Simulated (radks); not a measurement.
**Sr¹²⁺ in [Ne] 3s1.5 3p6 3d8 4p0.5: an all-electron calculation**

One table from this session's results is given with a row withheld; the runs are named, their logs left out.

Method: Dirac Kohn-Sham, PBE, spin-unpolarised, spherical densities, finite nucleus; open shells fill j = l - 1/2 first. Code: radks (a radial shooting solver on a logarithmic mesh, Libxc functionals) version 1.

## What is computed

- element: strontium (Z = 38)
- charge: +12
- electrons: 26
- configuration: [Ne] 3s1.5 3p6 3d8 4p0.5
- nuclear rms radius: 4.224 fm

Set-up of the first run:

Input:

```text
Z 38
configuration [Ne] 3s1.5 3p6 3d8 4p0.5 4s0 4d0
relativity Dirac
functional pbe,pbe
spin unpolarised
j_filling energy
nucleus finite rms 4.224 fm
c 137.035999084
```

One table of the session follows, with a row left open; its other results are not shown here.

It belongs to the step «Shells». Sizes of the orbitals, from the radial functions (bohr):

```
level      <r>  outermost maximum (interpolated)  90 % within  nodes
1s1/2  0.03916                            0.0255       0.0701      0
2s1/2   0.1719                             0.145        0.266      1
2p1/2   0.1472                             0.114        0.241      0
2p3/2   0.1514                             0.117        0.246      0
3s1/2   0.4770                             0.429        0.703      2
3p1/2   0.4718                             0.417        0.711      1
3p3/2   0.4807                             0.425        0.724      1
3d3/2   0.4561                             0.361        0.723      0
3d5/2   0.4589                             0.363        0.727      0
4s1/2    1.068                              1.02         1.52      3
4p1/2    1.109                              1.05         1.59      2
4p3/2        ?                                 ?            ?      ?
4d3/2    1.202                              1.14         1.75      1
4d5/2    1.206                              1.14         1.76      1
```

Q: Estimate the row for 4p3/2 from the others.

The run gave: <r>: 1.123; outermost maximum (interpolated): 1.07; 90 % within: 1.61; nodes: 2. In the column «<r>» it lies between 4p1/2 (1.109) and 4d3/2 (1.202).
